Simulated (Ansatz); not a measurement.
# InGa2P3: the cost of one run

Method: DFT PBE, scalar-relativistic, plane waves, PAW, in Ansatz 0.2.0.

## Step 1: The structure to begin with

Symmetry: I-4m2, No. 119, tetragonal system. Conventional cell: a = 3.867 Å, b = 3.867 Å, c = 16.408 Å, α = 90.00°, β = 90.00°, γ = 90.00°. In (site symmetry -4m2) has 4 P at 2.37 Å as nearest neighbours. Around Ga (site symmetry 2mm) lie 4 P at 2.37 Å. P (site symmetry 2mm) has 2 In at 2.37 Å and 2 Ga at 2.37 Å as nearest neighbours. Around P (site symmetry -4m2) lie 4 Ga at 2.37 Å.

Coordinates:

```
CELL_PARAMETERS angstrom
-1.93370 1.93370 8.20401
1.93370 -1.93370 8.20401
1.93370 1.93370 -8.20401
ATOMIC_POSITIONS crystal
In 0.00000 0.00000 0.00000
Ga 0.66667 0.66667 0.00000
Ga 0.33333 0.33333 0.00000
P 0.91667 0.41667 0.50000
P 0.25000 0.75000 0.50000
P 0.58333 0.08333 0.50000
```

The start is an ordering of an alloy on its end members' structure types: elements ordered on the sites of the InP type, Ga/In on In (I-4m2, No. 119).

## Step 2: A first look at the guess

input.yaml reads:

```yaml
crystal:
  lattice:
    - [-1.93370371, 1.93370371, 8.20401002]
    - [1.93370371, -1.93370371, 8.20401002]
    - [1.93370371, 1.93370371, -8.20401002]
  atoms:
    - { symbol: In, position: [0.0, 0.0, 0.0] }
    - { symbol: Ga, position: [0.66666667, 0.66666667, 0.0] }
    - { symbol: Ga, position: [0.33333333, 0.33333333, 0.0] }
    - { symbol: P, position: [0.91666667, 0.41666667, 0.5] }
    - { symbol: P, position: [0.25, 0.75, 0.5] }
    - { symbol: P, position: [0.58333333, 0.08333333, 0.5] }
basis:
  ecutwfc: 420
kpoints:
  mp_grid: { grid: [6, 6, 6] }
hamiltonian:
  xc: pbe
scf:
  occupations: { method: gaussian, width: 0.1 }
  lower_state_search: "off"
output:
  forces: true
  stress: true
  eigenvalues: true
```

The run is started by

```console
ansatz run input.yaml --threads 1 --pin off --max-ram 2560MiB --backend cpu --events-out ev --progress --plain --runs-dir out
```

What time and memory should one allow on 1 thread of Intel Xeon at 2.70GHz, shared host?

About 10 s, with a peak of 0.41 GiB.
